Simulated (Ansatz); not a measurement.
# La3Bi (L12 type): how the settings move a single-point run

Aim: see which settings change the result for La3Bi (L12 type), by how much, and at what cost.

Program: Ansatz 0.2.0. Level of theory: reference: DFT, PBEsol, PAW with Ansatz's default frozen-core files, scalar-relativistic. These are calculated values, not measurements.

### 1 Starting point

It takes space group Pm-3m (No. 221, cubic). Conventional cell: a = 4.976 Å, b = 4.976 Å, c = 4.976 Å, α = 90.00°, β = 90.00°, γ = 90.00°. Bi (site symmetry m-3m) has 12 La at 3.52 Å in its first shell of neighbours. La (site symmetry 4/mmm) has 4 Bi at 3.52 Å and 8 La at 3.52 Å in its first shell of neighbours.

As a file:

```
CELL_PARAMETERS angstrom
4.97624 0.00000 0.00000
0.00000 4.97624 0.00000
0.00000 0.00000 4.97624
ATOMIC_POSITIONS crystal
Bi 0.00000 0.00000 0.00000
La 0.00000 0.50000 0.50000
La 0.50000 0.00000 0.50000
La 0.50000 0.50000 0.00000
```

### 2 The reference run

input.yaml

```yaml
crystal:
  lattice:
    - [4.976244072, 0.0, 0.0]
    - [0.0, 4.976244072, 0.0]
    - [0.0, 0.0, 4.976244072]
  atoms:
    - { symbol: Bi, position: [0.0, 0.0, 0.0] }
    - { symbol: La, position: [0.0, 0.5, 0.5] }
    - { symbol: La, position: [0.5, 0.0, 0.5] }
    - { symbol: La, position: [0.5, 0.5, 0.0] }
kpoints:
  mp_grid: { grid: [7, 7, 7] }
scf:
  occupations: { method: fermi_dirac, width: 0.05 }
hamiltonian:
  xc: pbesol
  pseudopotentials: { kind: paw }
output:
  forces: true
  stress: true
  eigenvalues: true
  populations: true
  bader: true
  dos: { projected: true, de: 0.2, e_range: [-14, 8] }
  write_density: true
  write_potential: true
  elf: true
  volumetric_format: npy
```

The run is started by

```sh
$ ansatz run input.yaml --threads 1 --pin off --max-ram 3072MiB --backend cpu --events-out ev --progress --plain --runs-dir out
```

### 3 Changed: starting moments, dr2_threshold 1.0e-11, chi_scale 0.1, spin_polarized true

input.yaml

```yaml
crystal:
  lattice:
    - [4.976244072, 0.0, 0.0]
    - [0.0, 4.976244072, 0.0]
    - [0.0, 0.0, 4.976244072]
  atoms:
    - { symbol: Bi, position: [0.0, 0.0, 0.0], spin: 1.0 }
    - { symbol: La, position: [0.0, 0.5, 0.5], spin: 3.0 }
    - { symbol: La, position: [0.5, 0.0, 0.5], spin: 3.0 }
    - { symbol: La, position: [0.5, 0.5, 0.0], spin: 1.0 }
kpoints:
  mp_grid: { grid: [7, 7, 7] }
scf:
  occupations: { method: fermi_dirac, width: 0.05 }
  convergence: { dr2_threshold: 1.0e-11 }
  initial_density: { chi_scale: 0.1 }
hamiltonian:
  xc: pbesol
  pseudopotentials: { kind: paw }
output:
  forces: true
  stress: true
  eigenvalues: true
  populations: true
magnetization:
  spin_polarized: true
```

Q: Predict the outcome of this session. Wanted: for each run, ending; energy change; pressure; gap; force.

As calculated:

| run | ending | energy change | pressure (GPa) | gap (eV) | force (eV/Å) | cycles | time |
| --- | --- | --- | --- | --- | --- | --- | --- |
| reference | converged | 0 | 0.0 | 0.00 | 0.00 | 7 | 21 s |
| 1: starting moments, dr2_threshold 1.0e-11, chi_scale 0.1, spin_polarized true | converged | 0.0 meV/atom | 0.0 | 0.00 | 0.00 | 12 | 31 s |

Times don't compare one to one where runs were asked for different outputs or read a saved state (see the inputs); cycles may leave out searches for a lower state.

Residual by cycle in the longest SCF loop of each run; runs are numbered as in the table. The quantity is the density residual dr2, in eV.

| cycle | reference | run 1 |
| --- | --- | --- |
| 1 | 0.0653 | 7.94 |
| 2 | 0.0263 | 4.75 |
| 3 | 5.0e-4 | 0.0704 |
| 4 | 2.1e-5 | 0.00327 |
| 5 | 2.0e-6 | 2.4e-4 |
| 6 | 1.2e-7 | 3.9e-6 |
| 7 | 3.9e-9 | 7.3e-7 |
| 8 | - | 1.3e-7 |
| 9 | - | 1.5e-8 |
| 10 | - | 8.0e-10 |
| 11 | - | 1.9e-11 |
| 12 | - | 9.7e-13 |

**Reading.** With the changed spin polarisation, convergence setting and start the energy stays within 0.5 meV/atom: no moment survives, so both runs end on the same non-magnetic state.
